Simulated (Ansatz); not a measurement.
# CH7AlSiSn: up Jacob's ladder to CCSD(T)

Aim: compute CH7AlSiSn with functionals from several rungs and with coupled cluster. The yardstick is the atomisation energy at the CCSD(T) limit.

Method: functionals in def2-TZVPP, the program's frozen cores in correlated methods; program: Ansatz 0.2.0, Gaussian basis.

Plan: LDA (SPW92), PBE-D4, revPBE-D4, BLYP-D4, r2SCAN-D4, B97M-V, PBE0-D4, B3LYP-D4, r2SCANh-D4, r2SCAN0-D4, HSE06-D4, BHLYP-D4, CAM-B3LYP-D4, LC-ωPBE, ωB97X-V, ωB97M-V, B2PLYP, PBE-QIDH; CCSD(T)/def2-SVP; CCSD(T)/def2-TZVPP; MP2/def2-QZVPP; extrapolation to the limit; RPA on PBE.

**1. Structure used throughout**

All runs share one geometry, relaxed beforehand with PBE0-D4 in a triple-zeta def2 set. Sn takes the def2 core potential; no spin-orbit term is included.

SMILES `[CH3][SnH]1[AlH][SiH2]1`, 11 atoms, charge 0, spin multiplicity 1.

Atoms are counted from 1 here; the program's logs count them from 0.

Bond lengths: C1–Sn2 2.148 Å, C1–H5 1.090 Å, C1–H6 1.090 Å, C1–H7 1.089 Å, Sn2–Al3 2.636 Å, Sn2–Si4 2.651 Å, Sn2–H8 1.721 Å, Al3–Si4 2.382 Å, Al3–H9 1.589 Å, Si4–H10 1.498 Å, Si4–H11 1.493 Å. Angles: Sn2–C1–H5 109.2°, Sn2–C1–H6 109.6°, Sn2–C1–H7 109.2°, H5–C1–H6 109.5°, H5–C1–H7 109.7°, H6–C1–H7 109.6°, C1–Sn2–Al3 134.5°, C1–Sn2–Si4 110.8°, C1–Sn2–H8 107.9°, Al3–Sn2–Si4 53.5°, Al3–Sn2–H8 116.2°, Si4–Sn2–H8 121.9°, Sn2–Al3–Si4 63.6°, Sn2–Al3–H9 139.4°, Si4–Al3–H9 145.6°, Sn2–Si4–Al3 62.9°, Sn2–Si4–H10 93.1°, Sn2–Si4–H11 137.6° and more.

Coordinates:

```xyz
11
charge 0, multiplicity 1
C    -1.42092    1.45355   -0.67266
Sn   -0.69770   -0.18034    0.52026
Al    1.55780   -0.68512    1.78791
Si    1.50483   -1.21360   -0.53386
H    -2.00638    1.05976   -1.50314
H    -2.04767    2.10381   -0.06218
H    -0.57333    2.01855   -1.05741
H    -2.04623   -1.15896    0.95190
H     2.05862   -1.14127    3.22558
H     1.86347    0.05957   -1.23660
H     1.87281   -2.37304   -1.39900
```

**2. LDA**

This LDA is Slater exchange with PW92 correlation.

Input file in.yaml:

```yaml
crystal:
  periodic: [false, false, false]
  atoms:
    - {symbol: C, position_ang: [-1.420920, 1.453550, -0.672659]}
    - {symbol: Sn, position_ang: [-0.697699, -0.180338, 0.520263]}
    - {symbol: Al, position_ang: [1.557804, -0.685124, 1.787910]}
    - {symbol: Si, position_ang: [1.504831, -1.213599, -0.533859]}
    - {symbol: H, position_ang: [-2.006377, 1.059760, -1.503136]}
    - {symbol: H, position_ang: [-2.047669, 2.103807, -0.062178]}
    - {symbol: H, position_ang: [-0.573331, 2.018550, -1.057413]}
    - {symbol: H, position_ang: [-2.046235, -1.158963, 0.951897]}
    - {symbol: H, position_ang: [2.058617, -1.141268, 3.225577]}
    - {symbol: H, position_ang: [1.863475, 0.059567, -1.236598]}
    - {symbol: H, position_ang: [1.872805, -2.373042, -1.399003]}
basis:
  gaussian: {orbitals: def2-TZVPP}
hamiltonian: {xc: lda}
output: {orbitals: {seedname: orbitals}}
```

Further steps of the session: PBE-D4 (GGA); revPBE-D4 (GGA); BLYP-D4 (GGA); r2SCAN-D4 (meta-GGA); B97M-V (meta-GGA); PBE0-D4 (hybrid); B3LYP-D4 (hybrid); r2SCANh-D4 (hybrid); r2SCAN0-D4 (hybrid); HSE06-D4 (hybrid); BHLYP-D4 (hybrid); CAM-B3LYP-D4 (range-separated); LC-ωPBE (range-separated); ωB97X-V (range-separated); ωB97M-V (range-separated); B2PLYP (double hybrid); PBE-QIDH (double hybrid); CCSD(T) in def2-SVP; CCSD(T) in def2-TZVPP; MP2 in def2-QZVPP; RPA on PBE orbitals.

Before running them: what should the planned runs give, taken together? Wanted: atomisation energy, CCSD(T)/CBS; farthest beyond LDA; mean size of error, GGA; mean size of error, meta-GGA; mean size of error, hybrid; mean size of error, range-separated; mean size of error, double hybrid; gap, smallest and largest; T1 diagnostic.

The runs gave:

| quantity | value |
| --- | --- |
| atomisation energy, CCSD(T)/CBS | 3136.4 kJ/mol |
| functionals within 31.4 kJ/mol (1.0 %) | PBE-D4, r2SCAN-D4, r2SCANh-D4, ωB97X-V |
| farthest beyond LDA | BHLYP-D4 (-87.9 kJ/mol) |
| mean size of error, GGA | 56.4 kJ/mol |
| mean size of error, meta-GGA | 22.2 kJ/mol |
| mean size of error, hybrid | 43.2 kJ/mol |
| mean size of error, range-separated | 35.8 kJ/mol |
| mean size of error, double hybrid | 67.3 kJ/mol |
| gap, smallest and largest | 2.10 eV (LDA (SPW92)), 7.79 eV (LC-ωPBE) |
| T1 diagnostic | 0.0148 |
| triples share of the correlation energy | 3.8 % |

**Reading.** LDA overbinds by 371.4 kJ/mol (12 %). PBE-D4 misses by -15.7 kJ/mol. Double hybrids carry the basis error of their MP2 part in triple zeta, and no dispersion term here, so their miss is partly the set-up's. Taken by rung, meta-GGA functionals do best (22.2 kJ/mol on average) and double hybrid ones worst beyond LDA (67.3 kJ/mol). The gap between the best rungs is small, so their order is not settled. The reference freezes the cores and leaves out spin-orbit coupling and excitations past (T), and its outer-core shells are covered unevenly, so misses under about 31.4 kJ/mol can't be ranked. All levels share the lack of spin-orbit coupling, which lowers the free heavy atoms and so the true binding. Hartree-Fock recovers 72 % of the binding; the rest is correlation. CCSD(T) in def2-SVP is off by -227.8 kJ/mol, which most functionals beat. Orbital gaps span 2.1 to 7.8 eV; exact exchange widens them. Correlated methods include outer-core shells of Sn, which these sets cover unevenly.
